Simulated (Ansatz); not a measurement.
# H7NSSn: the cost of one run

All numbers below are computed with Ansatz 0.2.0 (UKS PBE-D4/def2-SVP).

## 1. Starting point

Bond lengths: Sn1–S2 2.851 Å, Sn1–H3 1.696 Å, Sn1–H4 1.685 Å, Sn1–H5 1.735 Å, Sn1–N7 2.457 Å, S2–H8 1.324 Å, N7–H9 1.009 Å, N7–H10 1.009 Å. Angles: Sn1–S2–H8 93.2°, S2–Sn1–H3 123.2°, S2–Sn1–H4 110.6°, S2–Sn1–H5 90.6°, S2–Sn1–N7 66.5°, H3–Sn1–H4 117.1°, H3–Sn1–H5 103.6°, H3–Sn1–N7 85.7°, H4–Sn1–H5 106.1°, H4–Sn1–N7 88.0°, H5–Sn1–N7 156.4°, Sn1–N7–H9 123.0°, Sn1–N7–H10 120.3°, H9–N7–H10 108.1°.

Structure file:

```xyz
10

Sn   -0.7442    0.6696   -0.8004
S     1.2969    1.2600    1.1009
H    -0.4966   -0.3293   -2.1490
H    -2.2486    0.5820   -0.0455
H    -0.6244    2.2736   -1.4521
H     0.7864   -0.4602    1.1649
N    -0.0581   -1.2761    0.5337
H     2.2733    0.9691    0.2551
H     0.4914   -2.0340    0.1569
H    -0.6762   -1.6550    1.2355
```

## 2. Pulling towards end A

Springs on the bonds that form and break draw the guess towards this end; the thresholds are loose.

Contents of input.yaml:

```yaml
crystal:
  periodic: [false, false, false]
  atoms:
    - { symbol: Sn, position_ang: [-0.7442, 0.6696, -0.8004] }
    - { symbol: S, position_ang: [1.2969, 1.26, 1.1009] }
    - { symbol: H, position_ang: [-0.4966, -0.3293, -2.149] }
    - { symbol: H, position_ang: [-2.2486, 0.582, -0.0455] }
    - { symbol: H, position_ang: [-0.6244, 2.2736, -1.4521] }
    - { symbol: H, position_ang: [0.7864, -0.4602, 1.1649] }
    - { symbol: "N", position_ang: [-0.0581, -1.2761, 0.5337] }
    - { symbol: H, position_ang: [2.2733, 0.9691, 0.2551] }
    - { symbol: H, position_ang: [0.4914, -2.034, 0.1569] }
    - { symbol: H, position_ang: [-0.6762, -1.655, 1.2355] }
magnetization:
  spin_polarized: true
basis:
  gaussian: { orbitals: def2-SVP }
hamiltonian:
  xc: pbe
  dispersion: d4
relax:
  f_tol: 0.15
  max_steps: 25
  restrain:
    - { distance: [0, 6], at: 3.4, k: 30.0 }
    - { distance: [5, 1], at: 2.66, k: 30.0 }
    - { distance: [0, 1], at: 2.44, k: 30.0 }
    - { distance: [5, 6], at: 1.02, k: 30.0 }
```

On the command line:

```
$ ansatz run input.yaml --threads 2 --pin off --max-ram 3072MiB --backend cpu --events-out ev --progress --plain --runs-dir out
```

**Question.** How long does this run take on 2 threads of Arm Neoverse V2, shared host, and how much memory does it need?

About 21 s, with a peak of 0.16 GiB.
